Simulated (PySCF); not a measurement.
**Si2H6O2 (SMILES O[SiH2][SiH2]O) at 4 levels**

Wanted: a comparison of 4 runs (HF/def2-SVP, TPSS/6-31G, PBE0/def2-SVP, PBE0/cc-pVTZ) of Si2H6O2. Input form: a Python script.

Program for the calculation: PySCF 2.14.0.

## 1. The molecule

Si2H6O2 has 10 atoms, charge 0, and is taken as a singlet. SMILES: `O[SiH2][SiH2]O`. The shape is that of a PBE0-D4/def2-TZVP optimisation. This is one conformer, not always the lowest.

Bond lengths: O1–Si2 1.656 Å, Si2–Si3 2.357 Å, Si3–O4 1.656 Å, O1–H5 0.958 Å, Si2–H6 1.487 Å, Si2–H7 1.494 Å, Si3–H8 1.493 Å, Si3–H9 1.487 Å, O4–H10 0.958 Å. Some angles: O1–Si2–Si3 112.1°, Si2–Si3–O4 112.1°, O1–Si2–H6 105.4°, O1–Si2–H7 111.3°, Si3–Si2–H6 110.5°, Si3–Si2–H7 109.5°, Si2–O1–H5 117.4°, Si2–Si3–H8 109.5°, Si2–Si3–H9 110.5°, O4–Si3–H8 111.3°.

## 2. Energy and gradient at HF/def2-SVP (run 1)

The input, run.py:

```python
# O[SiH2][SiH2]O
from pyscf import gto, scf

molecule = gto.M(
    atom='''
O     -1.023300     1.887700     1.029000
Si     0.114300     0.686000     0.959700
Si    -0.148600    -0.673600    -0.947700
O      0.987200    -1.877000    -1.014900
H     -1.013300     2.545500     0.332800
H     -0.079100    -0.112900     2.199100
H      1.498300     1.246700     0.986300
H     -1.533500    -1.232000    -0.975500
H      0.047500     0.124300    -2.187300
H      0.975700    -2.534100    -0.318000
''',
    max_memory=1860,
    basis='def2-svp',
    verbose=4,
)

mf = scf.RHF(molecule)
mf.conv_tol = 1e-10
mf.kernel()
if not mf.converged:
    mf = mf.newton().run(mf.mo_coeff, mf.mo_occ)

e_tot = mf.e_tot
print('Final energy', e_tot)
grad = mf.nuc_grad_method().kernel()
mf.analyze()
```

Launch:

```
$ OMP_NUM_THREADS=1 python run.py
```

Standard output:

```text
PySCF version 2.14.0

[... 81 lines left out ...]
Two-electron Energy =                  501.874004415609988
[... 13 lines left out ...]
MO #10  energy= -4.25458819042388  occ= 2
[... 11 lines left out ...]
MO #22  energy= -0.532976698376086 occ= 2
[... 11 lines left out ...]
MO #34  energy= 0.265658869658478  occ= 0
[... 11 lines left out ...]
MO #46  energy= 0.703455871514207  occ= 0
[... 11 lines left out ...]
MO #58  energy= 1.20870871383161   occ= 0
[... 11 lines left out ...]
MO #70  energy= 1.76415247091843   occ= 0
[... 11 lines left out ...]
MO #82  energy= 2.49760276260966   occ= 0
[... 11 lines left out ...]
MO #94  energy= 4.09664445428895   occ= 0
[... 107 lines left out ...]
Dipole moment(X, Y, Z, Debye): -0.00152,  0.00178, -0.00055
```

Wall time 7.5 s (1 thread of Intel Xeon at 2.70GHz, shared host); peak memory 0.19 GiB.

## 3. Energy and gradient at TPSS/6-31G (run 2)

The input, input.py:

```python
# O[SiH2][SiH2]O
import pyscf.grad
from pyscf import gto, dft

molecule = gto.M(
    atom=[
    ('O', (-1.023300, 1.887700, 1.029000)),
    ('Si', (0.114300, 0.686000, 0.959700)),
    ('Si', (-0.148600, -0.673600, -0.947700)),
    ('O', (0.987200, -1.877000, -1.014900)),
    ('H', (-1.013300, 2.545500, 0.332800)),
    ('H', (-0.079100, -0.112900, 2.199100)),
    ('H', (1.498300, 1.246700, 0.986300)),
    ('H', (-1.533500, -1.232000, -0.975500)),
    ('H', (0.047500, 0.124300, -2.187300)),
    ('H', (0.975700, -2.534100, -0.318000)),
],
    charge=0,
    spin=0,
    verbose=4,
    max_memory=1860,
    basis='6-31g',
)

mf = dft.RKS(molecule)
mf.xc = 'tpss'
mf.grids.level = 5
mf.conv_tol = 1e-10
mf.kernel()
if not mf.converged:
    mf = mf.newton().run(mf.mo_coeff, mf.mo_occ)

e_final = mf.e_tot
print(f'total energy: {e_final:.8f} hartree')
grad = mf.Gradients().kernel()
dip = mf.dip_moment()
pop, q = mf.mulliken_pop()
```

Launch:

```
$ OMP_NUM_THREADS=1 python input.py
```

Standard output:

```text
PySCF version 2.14.0

[... 79 lines left out ...]
converged SCF energy = -732.987306635674
total energy: -732.98730664 hartree
[... 12 lines left out ...]
Dipole moment(X, Y, Z, Debye): -0.00155,  0.00239, -0.00076
[... 67 lines left out ...]
charge of    9H =      0.39127
```

Wall time 40 s (1 thread of Intel Xeon at 2.70GHz, shared host); peak memory 0.58 GiB.

Run 3 isn't shown in full; the table further down has it.

## 4. Energy and forces at PBE0/cc-pVTZ (run 4)

The input, run.py:

```python
import pyscf.grad
from pyscf import gto, dft

system = gto.M(
    atom=[
    ('O', (-1.023300, 1.887700, 1.029000)),
    ('Si', (0.114300, 0.686000, 0.959700)),
    ('Si', (-0.148600, -0.673600, -0.947700)),
    ('O', (0.987200, -1.877000, -1.014900)),
    ('H', (-1.013300, 2.545500, 0.332800)),
    ('H', (-0.079100, -0.112900, 2.199100)),
    ('H', (1.498300, 1.246700, 0.986300)),
    ('H', (-1.533500, -1.232000, -0.975500)),
    ('H', (0.047500, 0.124300, -2.187300)),
    ('H', (0.975700, -2.534100, -0.318000)),
],
    charge=0,
    max_memory=1860,
    basis='cc-pvtz',
    verbose=4,
)

mf = dft.RKS(system, xc='pbe0')
mf.conv_tol = 1e-10
mf.grids.level = 5
mf.kernel()
if not mf.converged:
    mf = mf.newton().run(mf.mo_coeff, mf.mo_occ)

e_final = mf.e_tot
print('E = %.10f Eh' % e_final)
grad = mf.Gradients().kernel()
mf.analyze()
```

Launch:

```
$ OMP_NUM_THREADS=1 python run.py
```

Standard output:

```text
PySCF version 2.14.0

[... 103 lines left out ...]
MO #4   energy= -19.2137892353068  occ= 2
[... 25 lines left out ...]
MO #30  energy= 0.0668359803792011 occ= 0
[... 25 lines left out ...]
MO #56  energy= 0.57697637295289   occ= 0
[... 25 lines left out ...]
MO #82  energy= 1.08158365058019   occ= 0
[... 25 lines left out ...]
MO #108 energy= 1.66522420189512   occ= 0
[... 25 lines left out ...]
MO #134 energy= 3.2567497638905    occ= 0
[... 25 lines left out ...]
MO #160 energy= 3.86853484031458   occ= 0
[... 25 lines left out ...]
MO #186 energy= 5.18226896553956   occ= 0
[... 25 lines left out ...]
MO #212 energy= 11.2373912785881   occ= 0
[... 225 lines left out ...]
Dipole moment(X, Y, Z, Debye): -0.00153,  0.00124, -0.00017
```

Run time: 5.2 min. Hardware: 1 thread of Intel Xeon at 2.70GHz, shared host; peak memory 1.7 GiB.

## 5. The series

```csv
run,level,integration grid,energy (Eh),dipole moment (D),HOMO energy (eV),LUMO energy (eV),wall time
1,HF/def2-SVP,–,-730.847194,0.00,-10.43,2.75,7.5 s
2,TPSS/6-31G,5,-732.987307,0.00,-6.19,-1.38,40 s
3,PBE0/def2-SVP,5,-732.389334,0.00,-7.33,-0.54,36 s
4,PBE0/cc-pVTZ,5,-732.789491,0.00,-7.41,-0.80,5.2 min
```

## 6. What came out

| quantity | value |
| --- | --- |
| run 4: total energy | -732.78949 Eh |
| run 4: dipole moment | 0.00 D |
| run 4: HOMO energy | -7.41 eV |
| run 4: LUMO energy | -0.80 eV |
| run 4: HOMO–LUMO gap | 6.61 eV |
| run 4: largest force on an atom | 0.279 eV/Å |

In words: The HOMO–LUMO gap runs from 4.81 eV (TPSS/6-31G) to 13.18 eV (HF/def2-SVP). The two ends differ in method and basis. Totals of different functionals can't be ranked against each other. All runs together took 6.6 min, the longest 5.2 min.
